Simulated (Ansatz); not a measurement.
# Si2GeN4: the cost of one run

Code: Ansatz 0.2.0. PAW datasets, plane waves, zero pressure. No spin polarisation and no zero-point or thermal motion; the cell was built from a prototype and may be hypothetical.

## (1) The structure to begin with

This is the cell as the run starts from it, not yet at rest; its lengths are not the crystal's.

Space group P2_1/m (No. 11), monoclinic; conventional cell a = 7.667 Å, b = 2.929 Å, c = 7.667 Å, β = 120.0°, 10.65 Å³ an atom. Near Si stand 4 N at 1.74–1.75 Å; near Ge stand 4 N at 1.74–1.75 Å; near N stand 2 Si at 1.74 Å and 1 Ge at 1.74 Å; near N stand 1 Si at 1.75 Å and 2 Ge at 1.75 Å.

Coordinates:

```
CELL_PARAMETERS angstrom
7.66676 0.00000 0.00000
0.00000 2.92897 0.00000
-3.83338 0.00000 6.63961
ATOMIC_POSITIONS crystal
Si 0.40614 0.25000 0.17505
Si 0.17505 0.75000 0.76892
Ge 0.23108 0.75000 0.40614
Ge 0.76892 0.25000 0.59386
Si 0.82495 0.25000 0.23108
Si 0.59386 0.75000 0.82495
N 0.66667 0.25000 0.33333
N 0.33333 0.75000 0.66667
N 0.29934 0.25000 0.33015
N 0.33015 0.75000 0.03081
N 0.96919 0.75000 0.29934
N 0.03081 0.25000 0.70066
N 0.70066 0.75000 0.66985
N 0.66985 0.25000 0.96919
```

## (2) PBE: cell and atoms

The input, input.yaml:

```yaml
crystal:
  lattice:
    - [7.66676344, 0.0, 0.0]
    - [0.0, 2.92896889, 0.0]
    - [-3.83338172, 0.0, 6.6396119]
  atoms:
    - { symbol: Si, position: [0.40613628, 0.25, 0.17505385] }
    - { symbol: Si, position: [0.17505385, 0.75, 0.76891757] }
    - { symbol: Ge, position: [0.23108243, 0.75, 0.40613628] }
    - { symbol: Ge, position: [0.76891757, 0.25, 0.59386372] }
    - { symbol: Si, position: [0.82494615, 0.25, 0.23108243] }
    - { symbol: Si, position: [0.59386372, 0.75, 0.82494615] }
    - { symbol: "N", position: [0.66666666, 0.25, 0.33333333] }
    - { symbol: "N", position: [0.33333334, 0.75, 0.66666667] }
    - { symbol: "N", position: [0.29934109, 0.25, 0.3301466] }
    - { symbol: "N", position: [0.3301466, 0.75, 0.03080551] }
    - { symbol: "N", position: [0.96919449, 0.75, 0.29934109] }
    - { symbol: "N", position: [0.03080551, 0.25, 0.70065891] }
    - { symbol: "N", position: [0.70065891, 0.75, 0.6698534] }
    - { symbol: "N", position: [0.6698534, 0.25, 0.96919449] }
kpoints:
  mp_grid: { grid: [4, 8, 4] }
hamiltonian:
  xc: pbe
scf:
  occupations: { method: fermi_dirac, width: 0.02 }
relax:
  f_tol: 0.005
  cell: {}
```

What time and memory should one allow on 1 × NVIDIA H100 80GB HBM3 with 2 threads of AMD EPYC 7R13 (Zen 3), shared host?

About 42 s, with a peak of 1.2 GiB on the host.
